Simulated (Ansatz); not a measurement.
# C2H5ClSSi: up Jacob's ladder to CCSD(T)

Aim: compute C2H5ClSSi with functionals from several rungs and with coupled cluster, and see how far each lands from CCSD(T) at the basis-set limit for the atomisation energy.

The runs use Ansatz 0.2.0, Gaussian basis; functionals in def2-TZVPP, the program's frozen cores in correlated methods.

Levels to be run: PBE-D4, r2SCAN-D4, PBE0-D4, B3LYP-D4, ωB97X-V, ωB97M-V, B2PLYP; CCSD(T)/def2-TZVPP; MP2/def2-QZVPP; extrapolation to the limit.

## Step 1: The relaxed structure

The geometry comes from an earlier relaxation with PBE0-D4 in a triple-zeta def2 set; it is a stationary point, not always the lowest conformer.

SMILES `C[Si]1(Cl)CS1`, 10 atoms, charge 0, spin multiplicity 1.

Atoms are counted from 1 here; the program's logs count them from 0.

Bond lengths: C1–Si2 1.847 Å, C1–H6 1.092 Å, C1–H7 1.092 Å, C1–H8 1.091 Å, Si2–Cl3 2.046 Å, Si2–C4 1.828 Å, Si2–S5 2.073 Å, C4–S5 1.884 Å, C4–H9 1.086 Å, C4–H10 1.086 Å. Angles: Si2–C1–H6 110.4°, Si2–C1–H7 110.2°, Si2–C1–H8 109.6°, H6–C1–H7 108.3°, H6–C1–H8 109.4°, H7–C1–H8 108.8°, C1–Si2–Cl3 110.0°, C1–Si2–C4 123.6°, C1–Si2–S5 121.6°, Cl3–Si2–C4 117.2°, Cl3–Si2–S5 118.5°, C4–Si2–S5 57.3°, Si2–C4–S5 67.9°, Si2–C4–H9 121.2°, Si2–C4–H10 119.8°, S5–C4–H9 112.8°, S5–C4–H10 112.4°, H9–C4–H10 113.4° and more.

## Step 2: PBE-D4 (GGA)

in.yaml reads:

```yaml
crystal:
  periodic: [false, false, false]
  atoms:
    - {symbol: C, position_ang: [0.292424, -1.027524, 1.191384]}
    - {symbol: Si, position_ang: [0.454333, 0.328553, -0.052492]}
    - {symbol: Cl, position_ang: [2.409305, 0.521178, -0.625650]}
    - {symbol: C, position_ang: [-0.823566, 0.712680, -1.301430]}
    - {symbol: S, position_ang: [-0.722646, 2.033062, 0.038508]}
    - {symbol: H, position_ang: [0.688445, -1.962677, 0.789742]}
    - {symbol: H, position_ang: [0.850655, -0.778774, 2.096078]}
    - {symbol: H, position_ang: [-0.758874, -1.160539, 1.452166]}
    - {symbol: H, position_ang: [-1.777687, 0.193496, -1.308906]}
    - {symbol: H, position_ang: [-0.529189, 1.089247, -2.276399]}
basis:
  gaussian: {orbitals: def2-TZVPP}
hamiltonian: {xc: pbe, dispersion: d4}
output: {forces: true, orbitals: {seedname: orbitals}}
```

Command:

```sh
$ ansatz run in.yaml --threads 4 --pin off --events-out ev --progress --plain --max-ram 10444MiB
```

Further steps of the session: r2SCAN-D4 (meta-GGA); PBE0-D4 (hybrid); B3LYP-D4 (hybrid); ωB97X-V (range-separated); ωB97M-V (range-separated); B2PLYP (double hybrid); CCSD(T) in def2-TZVPP; MP2 in def2-QZVPP.

Before running them: what should the planned runs give, taken together? Wanted: atomisation energy, CCSD(T)/CBS; farthest; mean size of error, hybrid; mean size of error, range-separated; gap, smallest and largest; T1 diagnostic; triples share of the correlation energy.

**Answer**, as computed:

| quantity | value |
| --- | --- |
| atomisation energy, CCSD(T)/CBS | 3685.6 kJ/mol |
| functionals within 18.4 kJ/mol (0.5 %) | none; nearest ωB97X-V (+20.0 kJ/mol) |
| farthest | PBE-D4 (+74.7 kJ/mol) |
| mean size of error, hybrid | 25.2 kJ/mol |
| mean size of error, range-separated | 21.8 kJ/mol |
| gap, smallest and largest | 4.88 eV (PBE-D4), 11.57 eV (ωB97X-V) |
| T1 diagnostic | 0.0106 |
| triples share of the correlation energy | 4.5 % |

PBE-D4 is off by +74.7 kJ/mol. Double hybrids carry the basis error of their MP2 part in triple zeta, and no dispersion term here, so their miss is partly the set-up's. Misses under about 18.4 kJ/mol are within the doubt on the reference itself, which lacks core-valence correlation, relativity and higher excitations. Hartree-Fock recovers 74 % of the binding; the rest is correlation. Orbital gaps span 4.9 to 11.6 eV; exact exchange widens them.
